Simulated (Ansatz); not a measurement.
# CoGeS4: the cost of one run

Program: Ansatz 0.2.0. Level of theory: DFT PBE, scalar-relativistic, plane waves, PAW. These are calculated values, not measurements.

The COD entry's cell or inner coordinates are ideal or old and differ from later refinements, so a difference from it is no clean test against experiment.

1 further run of the same task is left out (it didn't finish).

### 1 The starting structure

Symmetry: F-43m, No. 216, cubic system. Conventional cell: a = 7.506 Å, b = 7.506 Å, c = 7.506 Å, α = 90.00°, β = 90.00°, γ = 90.00°. Around Co (site symmetry -43m) lie 12 S at 3.11 Å and 4 Ge at 3.25 Å. Ge (site symmetry -43m) is surrounded by 12 S at 3.11 Å and 4 Co at 3.25 Å. S (site symmetry 3m) is surrounded by 6 S at 2.65 Å and 3 Co at 3.11 Å and 3 Ge at 3.11 Å.

Structure file:

```
CELL_PARAMETERS angstrom
0.00000 3.75302 3.75302
3.75302 0.00000 3.75302
3.75302 3.75302 0.00000
ATOMIC_POSITIONS crystal
Co 0.00000 0.00000 0.00000
Ge 0.75000 0.75000 0.75000
S 0.37500 0.87500 0.37500
S 0.37500 0.37500 0.87500
S 0.37500 0.37500 0.37500
S 0.87500 0.37500 0.37500
```

(A quick probe on a coarse mesh, which set the mesh and smearing, is not shown.)

### 3 Relaxing cell and atoms

The input, input.yaml:

```yaml
crystal:
  lattice:
    - [0.0, 3.7530224509, 3.7530224509]
    - [3.7530224509, 0.0, 3.7530224509]
    - [3.7530224509, 3.7530224509, 0.0]
  atoms:
    - { symbol: Co, position: [0.0, 0.0, 0.0], spin: 2.32 }
    - { symbol: Ge, position: [0.75, 0.75, 0.75] }
    - { symbol: S, position: [0.375, 0.875, 0.375], spin: 0.19 }
    - { symbol: S, position: [0.375, 0.375, 0.875], spin: 0.19 }
    - { symbol: S, position: [0.375, 0.375, 0.375], spin: 0.19 }
    - { symbol: S, position: [0.875, 0.375, 0.375], spin: 0.19 }
basis:
  ecutwfc: 420
kpoints:
  mp_grid: { grid: [10, 10, 10] }
hamiltonian:
  xc: pbe
scf:
  occupations: { method: gaussian, width: 0.1 }
output:
  forces: true
  stress: true
  eigenvalues: true
  populations: true
  write_density: true
  write_potential: true
  elf: true
  volumetric_format: npy
magnetization:
  spin_polarized: true
relax:
  adjacent_minimum: "off"
  f_tol: 0.01
  max_steps: 80
  cell: { stress_tol: 0.05 }
```

Run with:

```sh
$ ansatz run input.yaml --threads 1 --pin off --max-ram 2560MiB --backend cpu --events-out ev --progress --plain --runs-dir out
```

Q: Estimate wall time and peak memory on 1 thread of Arm Neoverse V2, shared host.

About 2.8 min, with a peak of 0.57 GiB.
